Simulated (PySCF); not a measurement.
# C7H7BrO (2-bromobenzyl alcohol): the cost of one run

Programs: PySCF 2.14.0, with routines of our own; each step states its level. All values are computed. Atoms count from 0.

## 1. The starting structure

16 atoms, charge 0, multiplicity 1; geometry from: GFN2-xTB.

## 2. Geometry optimisation at PBE0-D3(BJ)/def2-SVP

What the job is given:

```
{"job": {"xc": "PBE0", "basis": "def2-SVP", "d3": "d3bj", "grid": 2, "kind": "geom"}, "charge": 0, "multiplicity": 1}
O     -2.739946    -0.383940    -0.565565
C     -1.827154    -0.820419     0.412347
C     -0.423966    -0.315783     0.168355
C      0.562558    -1.168000    -0.312580
C      1.845024    -0.713785    -0.563758
C      2.167270     0.613663    -0.339634
C      1.203066     1.485001     0.133969
C     -0.074240     1.013342     0.379863
Br    -1.376355     2.257936     1.032979
H     -2.855234     0.570993    -0.483252
H     -1.838908    -1.911328     0.359323
H     -2.158357    -0.517883     1.417857
H      0.312131    -2.202502    -0.493223
H      2.592298    -1.396586    -0.937663
H      3.165881     0.974880    -0.531326
H      1.438336     2.523355     0.310897
```

On the command line:

```bash
$ OMP_NUM_THREADS=1 python excited_run.py task.json out
```

The driver reads the jobs from task.json and runs them one after another.

**Question.** How long does this first job take on 1 thread of Intel Xeon Platinum 8488C, shared host, and how much memory does it need?

About 88 s, with a peak of 0.94 GiB.
